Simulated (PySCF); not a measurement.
# C3H3BCl2: the cost of one run

Programs: PySCF 2.14.0, with density-fitted response routines of our own. Each step states its level of theory. These are calculated values for one molecule in the gas phase, unless marked as measured. Atoms are numbered from 0 throughout.

## Step 1: Starting geometry

9 atoms, charge 0, multiplicity 1; geometry from: GFN2-xTB. The atoms were then displaced at random by about 0.01 Å, so the start is not that level's minimum.

Bonds of the start (Å): C0–C1 1.21, C1–C2 1.47, C2–B3 1.56, B3–Cl4 1.72, B3–Cl5 1.73, C0–H6 1.05, C2–H7 1.09, C2–H8 1.09.

## Step 2: Geometry optimisation at PBE0-D3(BJ)/def2-SVP

The job: settings as JSON, then the geometry in Å.

```
{"job": {"xc": "PBE0", "basis": "def2-SVP", "d3": "d3bj", "grid": 1, "shake": 0.01, "kind": "geom"}, "charge": 0, "multiplicity": 1}
C      2.110740     0.432090    -0.258310
C      1.034150     0.080070     0.169360
C     -0.272190    -0.362910     0.666390
B     -1.333020    -0.020790    -0.422560
Cl    -1.981820     1.565690    -0.579650
Cl    -1.926040    -1.224140    -1.508750
H      3.033950     0.774150    -0.617010
H     -0.420770     0.164000     1.614030
H     -0.187200    -1.425310     0.902770
```

Started as:

```bash
OMP_NUM_THREADS=1 python probes_run.py task.json out
```

This one command runs all jobs of the session in turn.

Q: Estimate the wall time and peak memory of this first job on 1 thread of Arm Neoverse V1, shared host.

About 27 s, with a peak of 0.44 GiB.
